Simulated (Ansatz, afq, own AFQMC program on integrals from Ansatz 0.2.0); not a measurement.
# SiH2Br (doublet): AFQMC on the coupled-cluster ladder at distance Br1–H2 along a hydrogen transfer = 1.883 Å, cc-pVTZ, part 2 of 2

Ansatz 0.2.0, Gaussian basis, and an in-house AFQMC program (afq) on its integrals; all values are calculated; cc-pVTZ, frozen cores. The steps go on from the part before.

## 12. Phaseless AFQMC, CISD trial on UHF

It reads the integrals that the CCSD(T) run on this determinant wrote.

Launch:

```sh
$ afq ham --method phaseless --trial cisd --walkers 1500 --populations 20 --least-time 60 --time-step 0.005 --steps-per-block 50 --equilibration-blocks 28 --max-blocks 4000 --target-error 0.00021 --factor-cut 1e-05 --start spin_pure --seed 9442 --release-times 0.24,0.51,0.99,1.62,2.4 --release-step 0.03 --release-every 3 --taylor-order 6
```

What it wrote:

```text
orbitals 86  electrons 7 6  factors 569 of 638
reference energy -2862.46425233 Eh
CCSD correlation -0.30279712 Eh in 23 cycles, weight of the determinant in the CISD state 0.7317
energy of the start -2862.731382 Eh
 block  time / (1/Eh)  mean weight  energy / Eh
     1     0.250  1.0000  -2862.743776
     2     0.500  1.0000  -2862.754980
     3     0.750  0.9996  -2862.762391
     4     1.000  0.9999  -2862.767341
     5     1.250  1.0004  -2862.771185
     6     1.500  0.9995  -2862.772751
     7     1.750  0.9997  -2862.775692
     8     2.000  1.0000  -2862.777657
     9     2.250  1.0003  -2862.778161
    10     2.500  0.9995  -2862.779431
    13     3.250  0.9998  -2862.780128
    16     4.000  1.0002  -2862.778937
    19     4.750  0.9996  -2862.779103
    22     5.500  0.9999  -2862.778885
    25     6.250  1.0000  -2862.779641
    28     7.000  1.0002  -2862.779597
    31     7.750  0.9997  -2862.779547
    34     8.500  0.9999  -2862.782182
    37     9.250  1.0001  -2862.780046
    40    10.000  1.0004  -2862.778639
    43    10.750  0.9997  -2862.780375
    46    11.500  1.0002  -2862.780448
    49    12.250  1.0005  -2862.779975
    52    13.000  1.0002  -2862.779755
    55    13.750  1.0004  -2862.778777
    58    14.500  1.0002  -2862.778575
    61    15.250  0.9997  -2862.780273
    64    16.000  1.0001  -2862.779793
    67    16.750  1.0002  -2862.778469
    70    17.500  0.9999  -2862.780759
    73    18.250  0.9997  -2862.782185
    76    19.000  1.0001  -2862.780087
    79    19.750  1.0000  -2862.779721
    82    20.500  0.9998  -2862.778728
    85    21.250  0.9997  -2862.779789
    88    22.000  1.0002  -2862.779730
    91    22.750  1.0001  -2862.780233
    94    23.500  0.9999  -2862.778703
    97    24.250  1.0006  -2862.781164
   100    25.000  1.0002  -2862.779259
   103    25.750  1.0003  -2862.779514
   106    26.500  1.0007  -2862.779868
   109    27.250  0.9993  -2862.777647
   112    28.000  1.0001  -2862.780036
   115    28.750  0.9992  -2862.779274
   118    29.500  1.0005  -2862.784431
   121    30.250  0.9998  -2862.778800
   124    31.000  1.0005  -2862.779706
   127    31.750  0.9997  -2862.779744
error from the spread of 20 populations
released: time / (1/Eh)  energy / Eh  error  mean overlap
  0.24  -2862.780493  0.000201  0.9951
  0.51  -2862.782143  0.001508  0.9942
  0.99  -2862.780792  0.000306  0.9877
  1.62  -2862.781082  0.000312  0.9855
  2.40  -2862.781734  0.000487  0.9748
energy -2862.779943 +/- 0.000177 Eh
```

Run time: 3 min. Hardware: 1 × NVIDIA H100 80GB HBM3 with 2 threads of AMD EPYC 7R13 (Zen 3), shared host; peak host memory 1.8 GiB.

Energy -77900.2108 ± 0.0048 eV. Caveats: constraint bias not in the error.

## 13. CCSD(T) on ROHF

Input file in.yaml:

```yaml
crystal:
  periodic: [false, false, false]
  atoms:
    - {symbol: Br, position_ang: [-2.404859, 0.369878, 0.000000]}
    - {symbol: H, position_ang: [-0.521859, 0.369878, 0.000000]}
    - {symbol: Si, position_ang: [1.265141, 0.369878, 0.000000]}
    - {symbol: H, position_ang: [1.661576, -1.109635, 0.000000]}
basis:
  gaussian: {orbitals: cc-pVTZ}
magnetization: {spin_polarized: false, initial_magnetization: 1}
correlation: {method: ccsd_t, electrons: outside_noble_gas, hamiltonian_folder: ham}
```

Launch:

```sh
$ ansatz run in.yaml --threads 1 --pin off --events-out ev --progress --plain --max-ram 16896MiB --backend cuda --devices 0, --max-vram 18GiB
```

What it wrote (excerpt; [...] marks lines left out):

```text
Functional definition: HF
  name "HF"
  cite "Fock, Z. Phys. 61, 126 (1930) doi:10.1007/BF01340294"
  parent pbe
[...]
638 factors; integrals over basis functions are off by at most 1.3e-3 eV
[...]
mean field -77891.25892225 eV, -2862.4509688010 hartree, gradient 1.8e-6 eV, S^2 0.750000; 13 other end points of the search recorded, 0 dependent functions left out
[...]
determinant -77891.25892225 eV, -2862.4509688010 hartree, with singles and doubles -77899.96653561 eV, -2862.7709676900 hartree
determinant -77890.24798679 eV, -2862.4138176081 hartree, with singles and doubles -77899.16277635 eV, -2862.7414300818 hartree
determinant -77889.90224685 eV, -2862.4011118997 hartree, with singles and doubles -77898.35796645 eV, -2862.7118538634 hartree
determinant -77889.87854081 eV, -2862.4002407189 hartree, with singles and doubles -77898.33446752 eV, -2862.7109902937 hartree
determinant -77888.26500523 eV, -2862.3409443799 hartree, with singles and doubles -77897.26049881 eV, -2862.6715226717 hartree
19 core orbitals not correlated: weight in the atoms' cores, before any rotation towards them, 1.000 or more for the frozen orbitals, at most 0.000 for the correlated occupied ones
reference -77891.25892225 eV, -2862.4509688010 hartree; 7, 6 occupied and 79, 80 virtual orbitals, 638 factors
second order -7.37911870 eV of doubles, -0.12545992 eV of singles
cycle   1  -8.58504204 eV  change   -2.9e-1 eV  update   2.1e-2
[...]
cycle  13  -8.60191206 eV  change   -6.0e-6 eV  update   8.6e-6
perturbative correction -0.32902563 eV, -0.0120914690 hartree
Total energy: -77900.18985994 eV, -2862.7791747076 hartree
```

Run time: 6.5 s. Hardware: 1 × NVIDIA H100 80GB HBM3 with 1 thread of AMD EPYC 7R13 (Zen 3), shared host; peak host memory 1.8 GiB.

From the report: correlation -8.9309 eV; T1 0.028; largest double amplitude 0.06.

This run also writes the integrals to the folder ham.

## 14. CCSDT(Q) on ROHF

Edit in.yaml of step 13 so:

```diff
@@ -10,2 +10,2 @@
 magnetization: {spin_polarized: false, initial_magnetization: 1}
-correlation: {method: ccsd_t, electrons: outside_noble_gas, hamiltonian_folder: ham}
+correlation: {method: ccsdt_q, electrons: outside_noble_gas}
```

The command is unchanged.

What it wrote (excerpt; [...] marks lines left out):

```text
Functional definition: HF
  name "HF"
  cite "Fock, Z. Phys. 61, 126 (1930) doi:10.1007/BF01340294"
  parent pbe
[...]
1216 factors; integrals over basis functions are off by at most 2.0e-7 eV
[...]
mean field -77891.25895902 eV, -2862.4509701525 hartree, gradient 2.3e-6 eV, S^2 0.750000; 12 other end points of the search recorded, 0 dependent functions left out
[...]
determinant -77891.25895902 eV, -2862.4509701525 hartree, with singles and doubles -77899.96659509 eV, -2862.7709698759 hartree
determinant -77890.24803359 eV, -2862.4138193282 hartree, with singles and doubles -77899.16284658 eV, -2862.7414326626 hartree
determinant -77889.90228161 eV, -2862.4011131772 hartree, with singles and doubles -77898.35802607 eV, -2862.7118560547 hartree
determinant -77889.87857506 eV, -2862.4002419776 hartree, with singles and doubles -77898.33452719 eV, -2862.7109924866 hartree
determinant -77888.26504576 eV, -2862.3409458693 hartree, with singles and doubles -77897.26055496 eV, -2862.6715247350 hartree
19 core orbitals not correlated: weight in the atoms' cores, before any rotation towards them, 1.000 or more for the frozen orbitals, at most 0.000 for the correlated occupied ones
reference -77891.25895902 eV, -2862.4509701525 hartree; 7, 6 occupied and 79, 80 virtual orbitals, 1216 factors
second order -7.37915386 eV of doubles, -0.12545936 eV of singles
cycle   1  -8.24302670 eV  change   -7.3e-1 eV  update   9.3e-2
[...]
cycle  24  -8.97063117 eV  change    1.3e-7 eV  update   1.2e-6
perturbative correction -0.01703670 eV, -0.0006260873 hartree
Total energy: -77900.24662690 eV, -2862.7812608549 hartree
```

Run time: 46 s. Hardware: 1 × NVIDIA H100 80GB HBM3 with 1 thread of AMD EPYC 7R13 (Zen 3), shared host; peak host memory 1.8 GiB.

From the report: correlation -8.9877 eV; T1 0.029; largest double amplitude 0.07.

## 15. Phaseless AFQMC, CISD trial on ROHF

It reads the integrals that the CCSD(T) run on this determinant wrote.

Launch:

```sh
$ afq ham --method phaseless --trial cisd --walkers 1500 --populations 20 --least-time 60 --time-step 0.005 --steps-per-block 50 --equilibration-blocks 28 --max-blocks 4000 --target-error 0.00021 --factor-cut 1e-05 --start spin_pure --seed 9442 --release-times 0.24,0.51,0.99,1.62,2.4 --release-step 0.03 --release-every 3 --taylor-order 6
```

What it wrote:

```text
orbitals 86  electrons 7 6  factors 569 of 638
reference energy -2862.45096880 Eh
CCSD correlation -0.31611440 Eh in 17 cycles, weight of the determinant in the CISD state 0.8282
energy of the start -2862.767079 Eh
 block  time / (1/Eh)  mean weight  energy / Eh
     1     0.250  0.9998  -2862.760644
     2     0.500  0.9996  -2862.763634
     3     0.750  0.9995  -2862.767297
     4     1.000  0.9999  -2862.770662
     5     1.250  1.0003  -2862.772787
     6     1.500  0.9995  -2862.774070
     7     1.750  0.9996  -2862.775483
     8     2.000  1.0000  -2862.777863
     9     2.250  1.0005  -2862.777092
    10     2.500  0.9999  -2862.778575
    13     3.250  1.0001  -2862.780107
    16     4.000  1.0001  -2862.780025
    19     4.750  0.9994  -2862.780268
    22     5.500  0.9993  -2862.779490
    25     6.250  0.9996  -2862.780563
    28     7.000  1.0004  -2862.781018
    31     7.750  0.9999  -2862.779790
    34     8.500  1.0000  -2862.781506
    37     9.250  0.9997  -2862.781562
    40    10.000  1.0003  -2862.779597
    43    10.750  0.9999  -2862.781377
    46    11.500  0.9996  -2862.779304
    49    12.250  1.0008  -2862.778890
    52    13.000  1.0004  -2862.780929
    55    13.750  1.0004  -2862.781663
    58    14.500  1.0001  -2862.779537
    61    15.250  1.0000  -2862.780723
    64    16.000  1.0001  -2862.780297
    67    16.750  1.0002  -2862.779058
    70    17.500  1.0000  -2862.781172
    73    18.250  1.0001  -2862.782269
    76    19.000  0.9997  -2862.780708
    79    19.750  1.0000  -2862.780547
    82    20.500  0.9997  -2862.780490
    85    21.250  1.0001  -2862.779949
    88    22.000  1.0001  -2862.780478
    91    22.750  1.0004  -2862.780565
    94    23.500  1.0000  -2862.781978
    97    24.250  1.0002  -2862.780933
   100    25.000  1.0000  -2862.780865
   103    25.750  0.9999  -2862.780952
   106    26.500  1.0005  -2862.778383
   109    27.250  0.9993  -2862.778689
   112    28.000  0.9997  -2862.778893
   115    28.750  1.0004  -2862.778555
   118    29.500  1.0004  -2862.780116
   121    30.250  1.0000  -2862.778169
error from the spread of 20 populations
released: time / (1/Eh)  energy / Eh  error  mean overlap
  0.24  -2862.780473  0.000191  0.9962
  0.51  -2862.780491  0.000231  0.9964
  0.99  -2862.780856  0.000312  0.9872
  1.62  -2862.781320  0.000268  0.9797
  2.40  -2862.781203  0.000354  0.9697
energy -2862.780262 +/- 0.000260 Eh
```

Run time: 4 min. Hardware: 1 × NVIDIA H100 80GB HBM3 with 2 threads of AMD EPYC 7R13 (Zen 3), shared host; peak host memory 1.8 GiB.

Energy -77900.2194 ± 0.0071 eV. Caveats: constraint bias not in the error.

## 16. All levels side by side

On the UHF determinant, counted from CCSDT(Q) (a yardstick, not exact):

```tsv
level	energy (eV)	from CCSDT(Q) (kJ/mol)	statistical error (kJ/mol)	time
HF	-77891.6204	+832.4		
MP2	-77898.4925	+169.4		
CCSD	-77899.8599	+37.4		
CCSD(T)	-77900.1794	+6.6		
CCSDT(Q)	-77900.2478	0.0		
Phaseless AFQMC, CISD trial, step 0.005, 1500 walkers	-77900.2108	+3.6	0.5	3 min
```

On the ROHF determinant, counted from CCSDT(Q) (a yardstick, not exact):

```tsv
level	energy (eV)	from CCSDT(Q) (kJ/mol)	statistical error (kJ/mol)	time
HF	-77891.2589	+867.2		
MP2	-77898.7635	+143.1		
CCSD	-77899.8608	+37.2		
CCSD(T)	-77900.1899	+5.5		
CCSDT(Q)	-77900.2466	0.0		
Phaseless AFQMC, CISD trial, step 0.005, 1500 walkers	-77900.2194	+2.6	0.7	4 min
```

The functionals' totals stand on their own zeros and serve differences with other points: PBE -77940.407 eV; r2SCAN -77953.713 eV; PBE0 -77943.431 eV; B3LYP -77956.532 eV; wB97M-V -77950.146 eV; B2PLYP -77940.187 eV.

## 17. Results

The summary covers parts 1 to 2.

| quantity | value |
| --- | --- |
| CCSD(T) on UHF from CCSDT(Q) | +6.6 kJ/mol |
| Phaseless AFQMC, CISD trial on UHF from CCSDT(Q) | +3.6 ± 0.5 kJ/mol |
| CCSD(T) on ROHF from CCSDT(Q) | +5.5 kJ/mol |
| Phaseless AFQMC, CISD trial on ROHF from CCSDT(Q) | +2.6 ± 0.7 kJ/mol |

**Reading.** On UHF the phaseless walk with the CISD trial lies +3.6 kJ/mol from CCSDT(Q), 8 times its error bar. On ROHF the phaseless walk with the CISD trial lies +2.6 kJ/mol from CCSDT(Q), 4 times its error bar. Error bars are statistical and leave out the constraint, the time step and what remains of the start.
